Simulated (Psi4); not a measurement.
**BHSClF (SMILES FB(S)Cl), step by step**

Wanted: a structure relaxation (singlet BHSClF, PBE/6-31G*), then the energy (doublet BHSClF+, UPBE/6-31G*), then a structure relaxation (doublet BHSClF+, UPBE/6-31G*), then the energy (singlet BHSClF, PBE/6-31G*) of BClFHS. 

Program for the calculation: Psi4 1.11.

**1. The system as given**

BHSClF: 5 atoms, total charge 0, spin state singlet. As SMILES, `FB(S)Cl`. The shape is that of a PBE0-D4/def2-TZVP optimisation. This is one conformer, not always the lowest. The run starts from this shape.

Bond lengths: F1–B2 1.319 Å, B2–S3 1.794 Å, B2–Cl4 1.749 Å, S3–H5 1.344 Å. Angles: F1–B2–S3 121.9°, F1–B2–Cl4 118.8°, S3–B2–Cl4 119.3°, B2–S3–H5 95.1°.

**2. A geometry optimisation at PBE/6-31G(d) (density fitting, Cartesian functions) (run 1)**

Input file job.dat:

```
memory 1600 mb

molecule molecule1 {
  0 1
  F     -0.530000    -1.166500     0.714900
  B     -0.425100    -0.151000    -0.119600
  S      1.059600     0.851000    -0.211000
  Cl    -1.776300     0.224400    -1.165000
  H      1.721700     0.168500     0.739200
  units angstrom
}

set basis 6-31G*

energy_value = optimize('pbe')
```

The run is started by

```bash
$ psi4 -n 1 job.dat job.out
```

job.out:

```text
[...]
  Running in c1 symmetry.
[...]
  Nuclear repulsion =  184.437112351664581
[...]
  Multiplicity = 1
[...]
  Nalpha       = 24
  Nbeta        = 24
[...]
    Number of basis functions: 70
[...]
   @DF-RKS iter   1:  -983.19521811613549   -4.08241e-02   5.82503e-03 ADIIS/DIIS
[...]
   @DF-RKS iter   8:  -983.27970553014939   -2.95586e-12   7.00559e-09 DIIS
[...]
    Orbital Energies [Eh]
    ---------------------
    Doubly Occupied:
       1A   -100.693198     2A    -88.089683     3A    -24.308449
       4A     -9.192207     5A     -7.703808     6A     -7.015007
       7A     -7.008400     8A     -7.006745     9A     -6.638106
      10A     -5.726584    11A     -5.721708    12A     -5.717658
      13A     -1.128856    14A     -0.777530    15A     -0.698365
      16A     -0.503565    17A     -0.445576    18A     -0.425261
      19A     -0.416175    20A     -0.366470    21A     -0.313763
      22A     -0.312887    23A     -0.293219    24A     -0.257685
[...]
  @DF-RKS Final Energy:  -983.27970553014939
   => Energetics <=
    Nuclear Repulsion Energy =            182.5767418515807492
    One-Electron Energy =               -1721.7658006565973210
    Two-Electron Energy =                 624.2414561918287745
    DFT Exchange-Correlation Energy =     -68.3321029169615457
    Empirical Dispersion Energy =           0.0000000000000000
    VV10 Nonlocal Energy =                  0.0000000000000000
    Total Energy =                       -983.2797055301493856
[...]
 Multipole Moments:
 ------------------------------------------------------------------------------------
     Multipole            Electronic (a.u.)      Nuclear  (a.u.)        Total (a.u.)
 ------------------------------------------------------------------------------------
 L = 1.  Multiply by 2.5417464519 to convert [e a0] to [Debye]
 Dipole X            :         -3.0000271            3.4320503            0.4320232
 Dipole Y            :         -1.5824983            1.4499768           -0.1325215
 Dipole Z            :         -0.2038183            0.5490089            0.3451907
 Magnitude           :                                                    0.5686498
[...]
  -Total Gradient:
     Atom            X                  Y                   Z
    ------   -----------------  -----------------  -----------------
       1       -0.000015423155     0.000059312361    -0.000049697919
       2        0.000046100604    -0.000121319301     0.000103940908
       3        0.000000288969     0.000049861335    -0.000036300581
       4       -0.000041432872     0.000025562432    -0.000036005807
       5       -0.000003224802    -0.000002567890     0.000001274219
[...]
    Final optimized geometry and variables:
    Molecular point group: c1
    Full point group: C1
    Geometry (in Angstrom), charge = 0, multiplicity = 1:
    F           -0.107994417902    -1.296837538233     1.079644342672
    B           -0.006212137671    -0.271543171221     0.234612937126
    S            1.493987400959     0.741154861846     0.142514794604
    CL          -1.367816892938     0.110892083701    -0.822534129660
    H            2.168261999145     0.052905161004     1.103502744326
    Psi4 run time: 0:00:12.77
[...]
```

The script printed:

```text
Optimizer: Optimization complete!
```

Run time: 14 s. Hardware: 1 thread of Intel Xeon 6975P-C (Granite Rapids), shared host; peak memory 0.43 GiB.

Step by step:

```
step  energy from the first frame kept (eV)  largest force (eV/Å)
   0                                 0.0000                0.7211
   1                                -0.0167                0.0996
   2                                -0.0169                0.0273
   3                                -0.0160                0.1165
   4                                -0.0169                0.0085
```

After the run. Bond lengths: F1–B2 1.333 Å, B2–S3 1.812 Å, B2–Cl4 1.766 Å, S3–H5 1.361 Å. Angles: F1–B2–S3 121.7°, F1–B2–Cl4 119.2°, S3–B2–Cl4 119.1°, B2–S3–H5 95.3°.

**3. The doublet cation: a single-point energy at UPBE/6-31G(d) (density fitting, Cartesian functions) (run 2)**

Input file bclfhs.xyz:

```xyz
5
BClFHS
F     -0.529116    -1.180449     0.727706
B     -0.427334    -0.155155    -0.117325
S      1.072866     0.857544    -0.209423
Cl    -1.788939     0.227281    -1.174472
H      1.747140     0.169294     0.751565
```

Input file calc.py:

```python
import psi4

psi4.set_memory(1600000000)
psi4.set_num_threads(1)
psi4.set_output_file('output.dat', False)

with open('bclfhs.xyz') as f:
    atoms = ''.join(f.readlines()[2:])
geom = psi4.geometry('1 2\n' + atoms + '')

psi4.set_options(dict(reference='uks'))

e = psi4.energy("pbe/6-31G*")
print('E =', round(e, 9))
```

The run is started by

```bash
$ python calc.py
```

output.dat:

```text
[...]
  Running in c1 symmetry.
[...]
  Nuclear repulsion =  182.576717817577133
[...]
  Multiplicity = 2
[...]
  Nalpha       = 24
  Nbeta        = 23
[...]
    Number of basis functions: 70
[...]
   @DF-UKS iter   1:  -982.85910458760873    2.46843e-01   4.31290e-03 DIIS/ADIIS
[...]
   @DF-UKS iter  10:  -982.89605108832461   -2.73549e-07   9.15046e-07 DIIS
[...]
   @S^2 Observed:                7.541339101E-01
[...]
    Orbital Energies [Eh]
    ---------------------
    Alpha Occupied:
       1A   -100.942393     2A    -88.402419     3A    -24.526821
       4A     -9.439588     5A     -8.014395     6A     -7.261319
       7A     -7.260558     8A     -7.251925     9A     -6.878932
      10A     -6.038591    11A     -6.033308    12A     -6.028543
      13A     -1.343026    14A     -1.022082    15A     -0.989092
      16A     -0.728269    17A     -0.694149    18A     -0.653625
      19A     -0.635460    20A     -0.617887    21A     -0.567961
      22A     -0.559125    23A     -0.544169    24A     -0.521421
    Alpha Virtual:
      25A     -0.293771    26A     -0.264175    27A     -0.213957
[...]
  @DF-UKS Final Energy:  -982.89605108832461
   => Energetics <=
    Nuclear Repulsion Energy =            182.5767178175771335
    One-Electron Energy =               -1709.5086161705207815
    Two-Electron Energy =                 612.0349213791272405
    DFT Exchange-Correlation Energy =     -67.9990741145082609
    Empirical Dispersion Energy =           0.0000000000000000
    VV10 Nonlocal Energy =                  0.0000000000000000
    Total Energy =                       -982.8960510883246116
[...]
 Multipole Moments:
 ------------------------------------------------------------------------------------
     Multipole            Electronic (a.u.)      Nuclear  (a.u.)        Total (a.u.)
 ------------------------------------------------------------------------------------
 L = 1.  Multiply by 2.5417464519 to convert [e a0] to [Debye]
 Dipole X            :         -2.0089730            3.4320503            1.4230773
 Dipole Y            :         -0.9092817            1.4499776            0.5406959
 Dipole Z            :         -0.2684851            0.5490094            0.2805243
 Magnitude           :                                                    1.5479648
[...]
```

The script printed:

```text
E = -982.896051088
```

Wall time 5.1 s (1 thread of Intel Xeon 6975P-C (Granite Rapids), shared host); peak memory 0.39 GiB.

**4. The doublet cation: a structure relaxation at UPBE/6-31G(d) (density fitting, Cartesian functions) (run 3)**

Input file calc.in:

```
memory 1600 mb

molecule {
  1 2
  F     -0.529116    -1.180449     0.727706
  B     -0.427334    -0.155155    -0.117325
  S      1.072866     0.857544    -0.209423
  Cl    -1.788939     0.227281    -1.174472
  H      1.747140     0.169294     0.751565
  symmetry c1
}

set {
  basis 6-31G*
  reference uks
}

result, w = optimize("pbe", return_wfn=True)
print_variables()
```

The run is started by

```bash
$ psi4 calc.in calc.out -n 1
```

calc.out, cut to the lines that bear on the results:

```text
[...]
  Running in c1 symmetry.
[...]
  Nuclear repulsion =  182.576717817577133
[...]
  Multiplicity = 2
[...]
  Nalpha       = 24
  Nbeta        = 23
[...]
    Number of basis functions: 70
[...]
   @DF-UKS iter   1:  -982.85910458760873    2.46843e-01   4.31290e-03 ADIIS/DIIS
[...]
   @DF-UKS iter   8:  -982.90111380080873   -1.13687e-12   6.58146e-09 DIIS
[...]
   @S^2 Observed:                7.536063439E-01
[...]
  @DF-UKS Final Energy:  -982.90111380080873
   => Energetics <=
    Nuclear Repulsion Energy =            181.2691968908551701
    One-Electron Energy =               -1706.9315517327652287
    Two-Electron Energy =                 610.7566136764553448
    DFT Exchange-Correlation Energy =     -67.9953726353541441
    Empirical Dispersion Energy =           0.0000000000000000
    VV10 Nonlocal Energy =                  0.0000000000000000
    Total Energy =                       -982.9011138008087300
[...]
 Multipole Moments:
 ------------------------------------------------------------------------------------
     Multipole            Electronic (a.u.)      Nuclear  (a.u.)        Total (a.u.)
 ------------------------------------------------------------------------------------
 L = 1.  Multiply by 2.5417464519 to convert [e a0] to [Debye]
 Dipole X            :         -2.0944786            3.5473531            1.4528746
 Dipole Y            :         -1.0619058            1.5243304            0.4624245
 Dipole Z            :         -0.1814444            0.5465337            0.3650893
 Magnitude           :                                                    1.5677918
[...]
  -Total Gradient:
     Atom            X                  Y                   Z
    ------   -----------------  -----------------  -----------------
       1        0.000000570560     0.000015639689     0.000008079509
       2        0.000005296632    -0.000000500746    -0.000003490413
       3        0.000004100702     0.000021688349     0.000025764603
       4        0.000015725005    -0.000006976995    -0.000003728986
       5        0.000017515980    -0.000018541853    -0.000013805802
[...]
    Final optimized geometry and variables:
    Molecular point group: c1
    Full point group: C1
    Geometry (in Angstrom), charge = 1, multiplicity = 2:
    F           -0.106579891324    -1.315388258563     1.096163223394
    B           -0.095608083316    -0.333116091673     0.240937122407
[...]
```

On the terminal:

```text
Optimizer: Optimization complete!
```

Wall time 35 s (1 thread of Intel Xeon 6975P-C (Granite Rapids), shared host); peak memory 0.44 GiB.

Steps, from the record of the run:

```
step  energy from the first frame kept (eV)  largest force (eV/Å)
   0                                 0.0000                2.7463
   1                                -0.0951                1.3562
   2                                -0.1340                0.3198
   3                                -0.1314                0.2929
   4                                -0.1351                0.2742
   5                                -0.1376                0.0275
   6                                -0.1377                0.0106
   7                                -0.1378                0.0027
   8                                -0.1378                0.0017
```

After the run. Bond lengths: F1–B2 1.302 Å, B2–S3 1.935 Å, B2–Cl4 1.722 Å, S3–H5 1.372 Å. Angles: F1–B2–S3 117.4°, F1–B2–Cl4 127.6°, S3–B2–Cl4 115.0°, B2–S3–H5 96.9°.

**5. A single-point energy at PBE/6-31G(d) (density fitting, Cartesian functions) (run 4)**

Input file bclfhs.dat:

```
memory 1600 MB

molecule molecule1 {
  0 1
  F
  B 1 1.302455
  S 2 1.934591 1 117.388
  Cl 2 1.721505 1 127.59069 3 -179.96564
  H 3 1.371897 2 96.87999 1 -0.20191
}

set basis 6-31G*

E, wfn = energy('pbe', return_wfn=True)
```

The run is started by

```bash
$ psi4 -n 1 bclfhs.dat bclfhs.out
```

bclfhs.out:

```text
[...]
  Running in c1 symmetry.
[...]
  Nuclear repulsion =  181.269251080636337
[...]
  Multiplicity = 1
[...]
  Nalpha       = 24
  Nbeta        = 24
[...]
    Number of basis functions: 70
[...]
   @DF-RKS iter   1:  -983.18938955832846   -1.11215e-01   5.76530e-03 DIIS/ADIIS
[...]
   @DF-RKS iter   9:  -983.27247410393340   -2.32943e-08   4.25817e-07 DIIS
[...]
    Orbital Energies [Eh]
    ---------------------
    Doubly Occupied:
       1A   -100.704824     2A    -88.078382     3A    -24.322323
       4A     -9.204423     5A     -7.690584     6A     -7.027132
       7A     -7.020620     8A     -7.018862     9A     -6.645673
      10A     -5.713624    11A     -5.708870    12A     -5.704299
      13A     -1.148806    14A     -0.793697    15A     -0.674070
      16A     -0.516427    17A     -0.448409    18A     -0.432407
      19A     -0.431595    20A     -0.369194    21A     -0.325658
      22A     -0.309475    23A     -0.291515    24A     -0.241254
[...]
  @DF-RKS Final Energy:  -983.27247410393340
   => Energetics <=
    Nuclear Repulsion Energy =            181.2692510806363373
    One-Electron Energy =               -1719.0231344463709320
    Two-Electron Energy =                 622.7997071463165639
    DFT Exchange-Correlation Energy =     -68.3182978845155020
    Empirical Dispersion Energy =           0.0000000000000000
    VV10 Nonlocal Energy =                  0.0000000000000000
    Total Energy =                       -983.2724741039334049
[...]
 Multipole Moments:
 ------------------------------------------------------------------------------------
     Multipole            Electronic (a.u.)      Nuclear  (a.u.)        Total (a.u.)
 ------------------------------------------------------------------------------------
 L = 1.  Multiply by 2.5417464519 to convert [e a0] to [Debye]
 Dipole X            :          0.0031860           -0.0043819           -0.0011959
 Dipole Y            :          3.7155345           -3.8121594           -0.0966250
 Dipole Z            :         -1.2460422            0.8206170           -0.4254252
 Magnitude           :                                                    0.4362618
[...]
```

It took 3.6 s on 1 thread of Intel Xeon 6975P-C (Granite Rapids), shared host; peak memory 0.4 GiB.

**6. Results**

| quantity | value |
| --- | --- |
| run 1, PBE/6-31G*: total energy at the end | -983.27971 Eh |
| run 1, PBE/6-31G*: dipole moment | 1.45 D |
| run 1, PBE/6-31G*: HOMO energy | -7.01 eV |
| run 1, PBE/6-31G*: LUMO energy | -1.44 eV |
| run 1, PBE/6-31G*: HOMO–LUMO gap | 5.57 eV |
| doublet cation, run 2: total energy | -982.89605 Eh |
| doublet cation, run 2: HOMO energy (highest over α and β) | -14.07 eV |
| doublet cation, run 2: LUMO energy (lowest over α and β) | -13.77 eV |
| doublet cation, run 2: ⟨S²⟩ | 0.754 |
| doublet cation, run 3: total energy at the end | -982.90111 Eh |
| doublet cation, run 3: HOMO energy (highest over α and β) | -14.03 eV |
| doublet cation, run 3: LUMO energy (lowest over α and β) | -13.51 eV |
| doublet cation, run 3: ⟨S²⟩ | 0.754 |
| run 4, PBE/6-31G*: total energy | -983.27247 Eh |
| run 4, PBE/6-31G*: dipole moment | 1.11 D |
| run 4, PBE/6-31G*: HOMO energy | -6.56 eV |
| run 4, PBE/6-31G*: LUMO energy | -1.49 eV |
| run 4, PBE/6-31G*: HOMO–LUMO gap | 5.07 eV |
| adiabatic ionisation energy (to the doublet cation, no zero-point term) | 10.302 eV |

In words: The adiabatic ionisation energy (to the doublet cation, no zero-point term) is 10.30 eV (994 kJ/mol). The optimisation (run 1, PBE/6-31G*) took 5 steps and changed the energy by -0.017 eV. The optimisation (doublet cation, run 3) took 9 steps and changed the energy by -0.138 eV.
